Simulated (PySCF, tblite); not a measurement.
# C5H10F3NSi: infrared bands and NMR shifts

Aim: predict the infrared bands and NMR shifts of C5H10F3NSi (`C[C@@H]1CN[Si@H](C(F)(F)F)C1`).

Programs: tblite 0.8.0 and PySCF 2.14.0, with density-fitted response routines of our own. Each step states its level of theory. These are calculated values for one molecule in the gas phase, unless marked as measured. Atoms are numbered from 0 throughout.

### 1 Starting geometry

20 atoms, charge 0, multiplicity 1; geometry from: GFN2-xTB.

Bonds of the start (Å): C0–C1 1.53, C1–C2 1.53, C2–N3 1.45, N3–Si4 1.70, Si4–C5 1.94, C5–F6 1.35, C5–F7 1.35, C5–F8 1.35, Si4–C9 1.90, C9–C1 1.54, C0–H10 1.09, C0–H11 1.09, C0–H12 1.09, C1–H13 1.09, C2–H14 1.10, C2–H15 1.09, N3–H16 1.01, Si4–H17 1.47, C9–H18 1.09, C9–H19 1.09.

### 2 Vibrational analysis with GFN2-xTB

The job: settings as JSON, then the geometry in Å.

```
{"job": {"kind": "ir", "xc": "GFN2-xTB", "basis": "xTB"}, "charge": 0, "multiplicity": 1}
C     -1.712634     0.960898     0.536004
C     -1.392741    -0.093148    -0.518934
C     -1.035702    -1.424811     0.152370
N      0.331232    -1.291043     0.629133
Si     1.311071    -0.407033    -0.450270
C      2.419369     0.798012     0.597921
F      1.754724     1.785347     1.228244
F      3.107502     0.143685     1.558486
F      3.349809     1.405423    -0.167775
C     -0.177784     0.337623    -1.355987
H     -1.948772     1.911459     0.064194
H     -2.567577     0.657756     1.136414
H     -0.857381     1.104748     1.191060
H     -2.268255    -0.233054    -1.160210
H     -1.122535    -2.247663    -0.568502
H     -1.701437    -1.631683     0.992641
H      0.629162    -1.995910     1.283053
H      2.279203    -1.088795    -1.317612
H     -0.164265     1.417283    -1.481312
H     -0.238138    -0.098414    -2.351954
```

**Question.** This job is followed by: GIAO PBE0/pcSseg-1 NMR shielding, non-relativistic, gas phase. Predict these results of the whole session: strongest single infrared mode (GFN2-xTB); zero-point energy (GFN2-xTB); ¹³C shifts against TMS (PBE0/pcSseg-1); ¹H shifts against TMS (PBE0/pcSseg-1, means over atoms taken as alike); ¹⁵N shifts against NH3 (PBE0/pcSseg-1); ²⁹Si shifts against TMS (PBE0/pcSseg-1); ¹⁹F shifts against CFCl3 (PBE0/pcSseg-1, means over atoms taken as alike).

The runs gave:

```
                                                                 quantity                                               value
                                strongest single infrared mode (GFN2-xTB)                               2239 cm⁻¹, 307 km/mol
                                             zero-point energy (GFN2-xTB)                                       93.4 kcal/mol
                                   ¹³C shifts against TMS (PBE0/pcSseg-1)                   137.4, 55.0, 34.1, 24.0, 17.6 ppm
   ¹H shifts against TMS (PBE0/pcSseg-1, means over atoms taken as alike)  4.88, 3.26, 2.99, 2.26, 1.24, 1.20, 0.84, 0.75 ppm
                                   ¹⁵N shifts against NH3 (PBE0/pcSseg-1)                                            29.1 ppm
                                  ²⁹Si shifts against TMS (PBE0/pcSseg-1)                                           -16.0 ppm
¹⁹F shifts against CFCl3 (PBE0/pcSseg-1, means over atoms taken as alike)                                           -81.9 ppm
```

**Reading.** All 54 modes are real, so the xTB geometry is a minimum. The strongest single mode, at 2239 cm⁻¹, moves mainly H17. Unscaled tight-binding wavenumbers are off by several per cent, some by more. Its intensities can rank the bands wrongly. At PBE0/pcSseg-1: Shielding is most anisotropic at F6, F7, F8 (span 184 ppm, paramagnetic term -221 ppm).
